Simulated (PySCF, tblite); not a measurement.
# C₅H₁₀AlNSi: geometry, infrared bands and NMR shifts

What infrared bands and NMR shifts should C₅H₁₀AlNSi (`C#[C][AlH][N]1[SiH2]C[C@@H]1C`) show?

Programs: tblite 0.8.0 and PySCF 2.14.0, with density-fitted response routines of our own. Each step states its level of theory. These are calculated values for one molecule in the gas phase, unless marked as measured. Atoms are numbered from 0 throughout.

### 1 The molecule as given

18 atoms, charge 0, multiplicity 1; geometry from: force field or distance geometry start.

Bonds of the start (Å): C0–C1 1.24, C1–Al2 1.93, Al2–N3 1.92, N3–Si4 1.77, Si4–C5 1.87, C5–C6 1.51, C6–C7 1.51, C6–N3 1.44, C0–H8 1.06, Al2–H9 1.59, Si4–H10 1.46, Si4–H11 1.46, C5–H12 1.09, C5–H13 1.09, C6–H14 1.09, C7–H15 1.12, C7–H16 1.12, C7–H17 1.11.

### 2 Geometry optimisation with GFN2-xTB

What the job is given:

```
{"job": {"kind": "relax", "xc": "GFN2-xTB", "basis": "xTB"}, "charge": 0, "multiplicity": 1}
C      4.498300     0.421600     0.079000
C      3.334600     0.673200    -0.251100
Al     1.514700     1.085900    -0.737600
N      0.070500     0.324300     0.271900
Si    -1.337600     1.400700     0.220800
C     -1.683200     0.135000    -1.106000
C     -0.588300    -0.707300    -0.488900
C     -1.196500    -1.832500     0.306800
H      5.495900     0.222800     0.370400
H      1.218400     1.504700    -2.242900
H     -1.069500     2.751800    -0.271600
H     -2.138900     1.293600     1.432400
H     -1.464700     0.534700    -2.099100
H     -2.672700    -0.318300    -1.015500
H      0.085700    -1.074900    -1.269600
H     -0.906600    -2.837900    -0.083100
H     -2.311400    -1.732500     0.241400
H     -0.857600    -1.838600     1.366500
```

Launch:

```bash
$ OMP_NUM_THREADS=1 python probes_run.py task.json out
```

This one command runs all jobs of the session in turn.

**Question.** This job is followed by: GFN2-xTB harmonic vibrations, gas phase; GIAO PBE0/pcSseg-1 NMR shielding, non-relativistic, gas phase. Predict these results of the whole session: strongest single infrared mode (GFN2-xTB); zero-point energy (GFN2-xTB); ¹³C shifts against TMS (PBE0/pcSseg-1); ¹H shifts against TMS (PBE0/pcSseg-1, means over atoms taken as alike); ²⁷Al shifts against AlH4- (PBE0/pcSseg-1); ¹⁵N shifts against NH3 (PBE0/pcSseg-1); ²⁹Si shifts against TMS (PBE0/pcSseg-1).

As calculated:

```
                                                              quantity                                               value
                             strongest single infrared mode (GFN2-xTB)                               2223 cm⁻¹, 495 km/mol
                                          zero-point energy (GFN2-xTB)                                       80.0 kcal/mol
                                ¹³C shifts against TMS (PBE0/pcSseg-1)                  104.3, 100.9, 60.4, 40.3, 22.4 ppm
¹H shifts against TMS (PBE0/pcSseg-1, means over atoms taken as alike)  5.78, 5.68, 4.63, 4.55, 1.97, 1.91, 1.58, 1.46 ppm
                             ²⁷Al shifts against AlH4- (PBE0/pcSseg-1)                                           111.5 ppm
                                ¹⁵N shifts against NH3 (PBE0/pcSseg-1)                                            62.2 ppm
                               ²⁹Si shifts against TMS (PBE0/pcSseg-1)                                           -23.9 ppm
```

Over 159 steps the energy fell by 1.136 eV; of the close pairs, Al2–N3 changed most, 1.920 to 1.803 Å. All 48 modes are real, so the xTB geometry is a minimum. The strongest single mode, at 2223 cm⁻¹, moves mainly H10. GFN2-xTB is a fitted tight-binding method: band positions and strengths are rough. Its intensities can rank the bands wrongly. At PBE0/pcSseg-1: The widest tensor belongs to C1: span 298 ppm, with a paramagnetic part of -169 ppm.
